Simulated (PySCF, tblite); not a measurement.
# C6H10OSSi2: geometry, infrared bands and NMR shifts

Wanted: the infrared bands and NMR shifts of C6H10OSSi2 (`Oc1ccccc1[SiH2][SiH2]S`), by calculation.

The runs use tblite 0.8.0 and PySCF 2.14.0, with density-fitted response routines of our own; the level of theory stands in each step. All values are computed, except where a source is named. Atoms are numbered from 0 throughout.

## Step 1: The starting structure

20 atoms, charge 0, multiplicity 1; geometry from: force field or distance geometry start.

Bonds of the start (Å): O0–C1 1.38, C1–C2 1.38, C2–C3 1.40, C3–C4 1.39, C4–C5 1.39, C5–C6 1.41, C6–Si7 1.88, Si7–Si8 2.31, Si8–S9 2.15, C6–C1 1.40, O0–H10 0.98, C2–H11 1.09, C3–H12 1.08, C4–H13 1.09, C5–H14 1.08, Si7–H15 1.50, Si7–H16 1.49, Si8–H17 1.48, Si8–H18 1.49, S9–H19 1.34.

## Step 2: Relaxing the molecule with GFN2-xTB

Job settings and geometry (Å):

```
{"job": {"kind": "relax", "xc": "GFN2-xTB", "basis": "xTB"}, "charge": 0, "multiplicity": 1}
O      0.356800     1.234800     1.723800
C     -0.581400     0.737500     0.843100
C     -1.697300     1.488400     0.543400
C     -2.652900     1.000300    -0.361900
C     -2.469000    -0.262200    -0.922700
C     -1.341700    -1.018300    -0.617700
C     -0.366100    -0.528900     0.280300
Si     1.148500    -1.577400     0.677000
Si     3.051000    -0.440700     0.030900
S      2.858600     0.282600    -1.986500
H      0.015000     2.080000     2.075300
H     -1.869300     2.469200     0.980400
H     -3.537900     1.581300    -0.590100
H     -3.200800    -0.653100    -1.629500
H     -1.227900    -1.986500    -1.081900
H      1.170900    -1.940400     2.131500
H      1.040400    -2.857600    -0.086000
H      4.235500    -1.334100     0.087900
H      3.317000     0.743700     0.903200
H      1.745400     0.992100    -1.785700
```

Command:

```
$ OMP_NUM_THREADS=1 python probes_run.py task.json out
```

The driver reads the jobs from task.json and runs them one after another.

**Question.** This job is followed by: GFN2-xTB harmonic vibrations, gas phase; GIAO PBE0/pcSseg-1 NMR shielding, non-relativistic, gas phase. Predict these results of the whole session: strongest single infrared mode (GFN2-xTB); zero-point energy (GFN2-xTB); 13C shifts against TMS (PBE0/pcSseg-1); 1H shifts against TMS (PBE0/pcSseg-1, means over atoms taken as alike); 17O shifts against H2O (PBE0/pcSseg-1); 29Si shifts against TMS (PBE0/pcSseg-1); 33S shifts against CS2 (PBE0/pcSseg-1).

**Answer**, as computed:

```
                                                              quantity                                                value
                             strongest single infrared mode (GFN2-xTB)                                 633 cm⁻¹, 501 km/mol
                                          zero-point energy (GFN2-xTB)                                        83.7 kcal/mol
                                13C shifts against TMS (PBE0/pcSseg-1)         165.9, 143.9, 138.2, 126.7, 120.6, 116.1 ppm
1H shifts against TMS (PBE0/pcSseg-1, means over atoms taken as alike)  7.85, 7.65, 7.29, 6.83, 4.84, 4.67, 4.48, -0.85 ppm
                                17O shifts against H2O (PBE0/pcSseg-1)                                            138.2 ppm
                               29Si shifts against TMS (PBE0/pcSseg-1)                                     -59.0, -74.4 ppm
                                33S shifts against CS2 (PBE0/pcSseg-1)                                             -303 ppm
```

**Reading.** The optimisation took 160 steps and gained 0.201 eV; among the close pairs (by a distance rule), Si7–H15 changed most, from 1.499 to 1.467 Å. All 54 modes are real, so the xTB geometry is a minimum. The strongest single mode, at 633 cm⁻¹, is spread over several atoms, H18, H16, H15, H17 among them. GFN2-xTB is a fitted tight-binding method: band positions and strengths are rough. Its intensities can rank the bands wrongly. NICS(1)zz of -27 ppm above the planar ring from C1 marks a diatropic (aromatic) ring current.
